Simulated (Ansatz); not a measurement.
# Ge2Sb2Te5: the cost of one run

Computed with Ansatz 0.2.0 (DFT r2SCAN, scalar-relativistic, plane waves, PAW, unless a step's input says otherwise).

### 1 Starting point

Symmetry: P-3m1, No. 164, trigonal system. Conventional cell: a = 4.225 Å, b = 4.225 Å, c = 17.240 Å, α = 90.00°, β = 90.00°, γ = 120.00°. Te (site symmetry -3m) is surrounded by 6 Sb at 3.05 Å. Sb (site symmetry 3m) has 6 Te at 2.99 to 3.05 Å in its first shell of neighbours. Te (site symmetry 3m) is surrounded by 3 Sb at 2.99 Å and 3 Ge at 3.20 Å. Around Ge (site symmetry 3m) lie 6 Te at 2.90 to 3.20 Å. Te (site symmetry 3m) has 3 Ge at 2.90 Å in its first shell of neighbours.

Coordinates:

```
Te Sb Ge
1.0
     4.22500    0.00000    0.00000
    -2.11250    3.65896    0.00000
     0.00000    0.00000   17.24000
Te Sb Ge
5 2 2
Direct
  0.00000 0.00000 0.00000
  0.33333 0.66667 0.20650
  0.66667 0.33333 0.79350
  0.66667 0.33333 0.41730
  0.33333 0.66667 0.58270
  0.66667 0.33333 0.10610
  0.33333 0.66667 0.89390
  0.00000 0.00000 0.32650
  0.00000 0.00000 0.67350
```

### 2 Relaxing cell and atoms: Ge2Sb2Te5, no spin

Input file input.yaml:

```yaml
crystal:
  lattice:
    - [4.225, 0.0, 0.0]
    - [-2.1125, 3.658957331, 0.0]
    - [0.0, 0.0, 17.24]
  atoms:
    - { symbol: Te, position: [0.0, 0.0, 0.0] }
    - { symbol: Sb, position: [0.6666666667, 0.3333333333, 0.1061] }
    - { symbol: Sb, position: [0.3333333333, 0.6666666667, 0.8939] }
    - { symbol: Te, position: [0.3333333333, 0.6666666667, 0.2065] }
    - { symbol: Te, position: [0.6666666667, 0.3333333333, 0.7935] }
    - { symbol: Ge, position: [0.0, 0.0, 0.3265] }
    - { symbol: Ge, position: [0.0, 0.0, 0.6735] }
    - { symbol: Te, position: [0.6666666667, 0.3333333333, 0.4173] }
    - { symbol: Te, position: [0.3333333333, 0.6666666667, 0.5827] }
scf:
  occupations: { method: gaussian, width: 0.02 }
  n_extra_bands: 8
output:
  forces: true
  stress: true
  eigenvalues: true
  write_density: true
  write_potential: true
  elf: true
  volumetric_format: npy
kpoints:
  mp_grid: { grid: [10, 10, 2] }
hamiltonian:
  xc: r2scan
relax:
  f_tol: 0.003
  max_steps: 80
  cell: { stress_tol: 0.03 }
```

Launch:

```
> ansatz run input.yaml --threads 8 --pin off --max-ram 24576MiB --backend cpu --events-out ev --progress --plain --runs-dir out
```

**Question.** How long does this run take on 8 threads of Arm Neoverse N1, shared host, and how much memory does it need?

About 3.1 min, with a peak of 2.4 GiB.
